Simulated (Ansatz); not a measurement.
# HgPd: the cost of one run

Method: DFT LDA, scalar-relativistic, plane waves, PAW, in Ansatz 0.2.0.

1 further run of the same task is left out (set aside as unsound or not needed).

### 1 Starting point

Symmetry: P4/mmm, No. 123, tetragonal system. Conventional cell: a = 2.992 Å, b = 2.992 Å, c = 3.675 Å, α = 90.00°, β = 90.00°, γ = 90.00°. Hg (site symmetry 4/mmm) has 8 Pd at 2.80 Å and 4 Hg at 2.99 Å as nearest neighbours. Pd (site symmetry 4/mmm) is surrounded by 8 Hg at 2.80 Å and 4 Pd at 2.99 Å.

Coordinates:

```xyz
2
Lattice="2.9916 0.0000 0.0000 0.0000 2.9916 0.0000 0.0000 0.0000 3.6755" Properties=species:S:1:pos:R:3 pbc="T T T"
Hg    0.0000    0.0000    0.0000
Pd    1.4958    1.4958    1.8377
```

It is the result of an earlier relaxation at this level (volume 16.45 Å³/atom; gap on the mesh: none (metal)).

### 2 Relaxing at 8 GPa

At a set pressure the run lowers the enthalpy E + PV, so the energy alone may rise along the way.

Contents of input.yaml:

```yaml
crystal:
  lattice:
    - [2.9915768299, 0.0, 0.0]
    - [0.0, 2.9915768299, 0.0]
    - [0.0, 0.0, 3.6754770041]
  atoms:
    - { symbol: Hg, position: [0.0, 0.0, 0.0] }
    - { symbol: Pd, position: [0.5, 0.5, 0.5] }
basis:
  ecutwfc: 420
kpoints:
  mp_grid: { grid: [14, 14, 12] }
hamiltonian:
  xc: lda
scf:
  occupations: { method: fermi_dirac, width: 0.15 }
output:
  forces: true
  stress: true
  eigenvalues: true
relax:
  adjacent_minimum: "off"
  f_tol: 0.001
  max_steps: 60
  cell: { stress_tol: 0.02, p_target: 8.0 }
```

The run is started by

```
$ ansatz run input.yaml --threads 1 --pin off --max-ram 3072MiB --backend cpu --events-out ev --progress --plain --runs-dir out
```

Q: Estimate wall time and peak memory on 1 thread of Arm Neoverse V2, shared host.

About 41 s, with a peak of 0.43 GiB.
